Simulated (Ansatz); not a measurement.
# BiTe under changes of volume

One of the cells (33.725 Å³/atom); the others are scaled copies at fixed shape and fractional positions:

```xyz
2
Lattice="2.4227 1.3988 3.3173 -2.4227 1.3988 3.3173 0.0000 -2.7975 3.3173" Properties=species:S:1:pos:R:3 pbc="T T T"
Bi    0.0000    0.0000    4.9759
Te    0.0000    0.0000    0.0000
```

The cell comes from a database or a generator and needn't be the stable form of this composition.

```yaml
Program: Ansatz 0.2.0
Functional: PBE
Potentials_or_basis: SPMS NC
Cutoff: "680 eV (not typed: the program's choice for these potentials)"
k_mesh: 7 × 7 × 7
Occupations: fermi-dirac, width 0.05 eV
Spin: no spin polarisation
```

```csv
volume (Å³/atom),energy over the lowest point (meV/atom),pressure (GPa)
31.701,23.60,3.7
32.376,10.77,2.4
33.050,3.08,1.2
33.725,0.00,0.2
34.399,1.05,-0.7
35.074,5.80,-1.5
35.748,?,?
```

What does the run at 35.748 Å³/atom give?

Energy over the lowest point 13.87 meV/atom; pressure -2.3 GPa.

Worked out: A Birch-Murnaghan fit of order 3 (a polynomial in V^(-2/3)) to the other rows has its minimum at 33.88 Å³/atom with B0 = V·E''(V) = 48 GPa and B' = 4.5 at fixed shape and positions, which overstates the stiffness. It gives 13.87 meV/atom at 35.748 Å³/atom, against the run's 13.87, and -dE/dV = -2.3 GPa, against -2.3.

Energies are extrapolated to zero smearing.
